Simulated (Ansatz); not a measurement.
# HBrO (triplet): the correlation ladder at distance Br1–H2 along a hydrogen transfer = 1.421 Å, cc-pVTZ

How much of the correlation energy of HBrO (triplet) does each wave-function method recover here?

The runs use Ansatz 0.2.0, Gaussian basis; cc-pVTZ, core rule «outside noble gas», up to 15 orbitals frozen.

Plan: UHF; CCSD(T) on ROHF; CCSD(T) on UHF; BCCD(T) on ROHF; CCSDT(Q) on ROHF; CCSDT(Q) on UHF; CASSCF and MRCISD+Q, 4 electrons in 4 orbitals; CASSCF and NEVPT2, 4 electrons in 4 orbitals; CASSCF and MRCISD+Q, 14 electrons in 9 orbitals; CASSCF and NEVPT2, 14 electrons in 9 orbitals.

## (1) What is computed

The geometry derives from fragments relaxed apart (PBE0/def2-TZVP) and kept rigid, so it is no stationary point. A hydrogen atom is moved between rigid fragments. No spin-orbit coupling is included. The filled d shell of Br may be among the frozen orbitals whatever the setting's name suggests; the logs give the count.

3 atoms, charge 0, spin multiplicity 3.

Atoms are counted from 1 here; the program's logs count them from 0.

Bond lengths: Br1–H2 1.421 Å.

## (2) UHF

Input file in.yaml:

```yaml
crystal:
  periodic: [false, false, false]
  atoms:
    - {symbol: Br, position_ang: [0.000000, 0.000000, -1.392867]}
    - {symbol: H, position_ang: [0.000000, 0.000000, 0.027733]}
    - {symbol: O, position_ang: [0.000000, 0.000000, 1.365133]}
basis:
  gaussian: {orbitals: cc-pVTZ}
magnetization: {spin_polarized: true, initial_magnetization: 2}
hamiltonian: {xc: hf}
output: {orbitals: {seedname: orbitals}}
```

Launch:

```
$ ansatz run in.yaml --threads 1 --pin off --events-out ev --progress --plain --max-ram 2816MiB --backend cpu
```

Further steps of the session: CCSD(T) on ROHF; CCSD(T) on UHF; BCCD(T) on ROHF; CCSDT(Q) on ROHF; CCSDT(Q) on UHF; CASSCF and MRCISD+Q, 4 electrons in 4 orbitals; CASSCF and NEVPT2, 4 electrons in 4 orbitals; CASSCF and MRCISD+Q, 14 electrons in 9 orbitals; CASSCF and NEVPT2, 14 electrons in 9 orbitals.

Q: Predict the results of all the runs planned. Wanted: UCCSDT(Q) below the RHF energy; RMP2 from UCCSDT(Q); UMP2 from UCCSDT(Q); RCCSD from UCCSDT(Q); RCCSD(T) from UCCSDT(Q); UCCSD(T) from UCCSDT(Q); RCCSDT(Q) from UCCSDT(Q); NEVPT2 pair from UCCSDT(Q); MRCISD+Q pair from UCCSDT(Q).

As calculated:

| quantity | value |
| --- | --- |
| UCCSDT(Q) below the RHF energy | -10.5834 eV |
| RMP2 from UCCSDT(Q) | +1348.9 meV |
| UMP2 from UCCSDT(Q) | +1329.7 meV |
| RCCSD from UCCSDT(Q) | +368.6 meV |
| RCCSD(T) from UCCSDT(Q) | +44.8 meV |
| UCCSD(T) from UCCSDT(Q) | +42.6 meV |
| RCCSDT(Q) from UCCSDT(Q) | +3.6 meV |
| NEVPT2 pair from UCCSDT(Q) | +1265.7 meV |
| MRCISD+Q pair from UCCSDT(Q) | +237.6 meV |
| NEVPT2 valence from UCCSDT(Q) | +2169.0 meV |
| levels within 1 kcal/mol (43 meV) | UCCSD(T), RCCSDT, UCCSDT, RCCSDT(Q) |
| T1 diagnostic | 0.031 |
| effectively unpaired electrons | 2.00 |

In words: RCCSD(T) lands +44.8 meV from the yardstick (0.4 % of the correlation energy). One determinant dominates. Of the multireference levels listed MRCISD+Q pair comes nearest in total energy (+237.6 meV), which doesn't show that its space is the better one. Coupled cluster took another determinant than the lowest Hartree-Fock one. These misses are within one basis, not against nature; the frozen cores of restricted and unrestricted runs differ, which can shift their rows.
